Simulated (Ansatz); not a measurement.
# RbSr3: the cost of one run

All numbers are computed with Ansatz 0.2.0, driven from Python. The levels of theory stand in the script.

## (1) The system

It takes space group Fm-3m (No. 225, cubic). The conventional cell has a = 9.935 Å, b = 9.935 Å, c = 9.935 Å, α = 90.00°, β = 90.00°, γ = 90.00°. Around Rb (site symmetry m-3m) lie 8 Sr at 4.30 Å. Sr (site symmetry -43m) has 4 Rb at 4.30 Å and 4 Sr at 4.30 Å in its first shell of neighbours. Sr (site symmetry m-3m) has 8 Sr at 4.30 Å in its first shell of neighbours.

No structure file is read: the coordinates are typed or built in the script.

## (2) The script

Contents of xc_rbsr3.py:

```python
"""One structure of RbSr3 under several functionals."""

import ansatz as az
from ase import Atoms
from tabulate import tabulate

OCCUPATIONS = "Fermi-Dirac"
SIGMA = 0.1
TOLERANCE = 1e-09


def main() -> None:
    atoms = Atoms(
        ["Rb", "Sr", "Sr", "Sr"],
        scaled_positions=[
            (0.0, 0.0, 0.0),
            (0.25, 0.25, 0.25),
            (0.75, 0.75, 0.75),
            (0.5, 0.5, 0.5),
        ],
        cell=[
            (0.0, 4.96751, 4.96751),
            (4.96751, 0.0, 4.96751),
            (4.96751, 4.96751, 0.0),
        ],
        pbc=True,
    )
    rbsr3 = az.Crystal.from_ase(atoms)

    calc = (
        rbsr3.calculation()
        .kpoints(4)
        .occupations(OCCUPATIONS, width=SIGMA)
        .scf(tolerance=TOLERANCE)
        .stress()
    )

    rows = []
    for value in ["lda", "r2scan", "blyp", "pbesol"]:
        data = calc.functional(value).run().report
        rows.append((value, data["free_energy_ev"] / len(data["lattice"]["sites"]), data["n_iterations"], sum(data["stress_gpa"][i][i] for i in range(3)) / 3, data["n_kpoints"]))

    print(tabulate(rows, headers=["functional", "F/atom (eV)", "iterations", "P (GPa)", "k-points"], floatfmt=".4f", tablefmt="simple"))


if __name__ == "__main__":
    main()
```

## (3) What the engine is handed

The package turns the script's settings into the engine's input (first run):

```yaml
crystal:
  lattice:
    - [0.0, 4.96751, 4.96751]
    - [4.96751, 0.0, 4.96751]
    - [4.96751, 4.96751, 0.0]
  atoms:
    - { symbol: Rb, position: [0.0, 0.0, 0.0] }
    - { symbol: Sr, position: [0.25, 0.25, 0.25] }
    - { symbol: Sr, position: [0.75, 0.75, 0.75] }
    - { symbol: Sr, position: [0.5, 0.5, 0.5] }
kpoints:
  mp_grid:
    grid: [4, 4, 4]
hamiltonian:
  xc: lda
scf:
  convergence:
    dr2_threshold: 1.0e-09
  occupations:
    method: fermi_dirac
    width: 0.1
output:
  stress: true
```

## (4) Running it

Launch:

```
> python xc_rbsr3.py
```

What time and memory should one allow on 1 thread of Intel Xeon Platinum 8259CL at 2.50GHz (Skylake/Cascade Lake), shared host?

About 22 s, with a peak of 1.2 GiB.
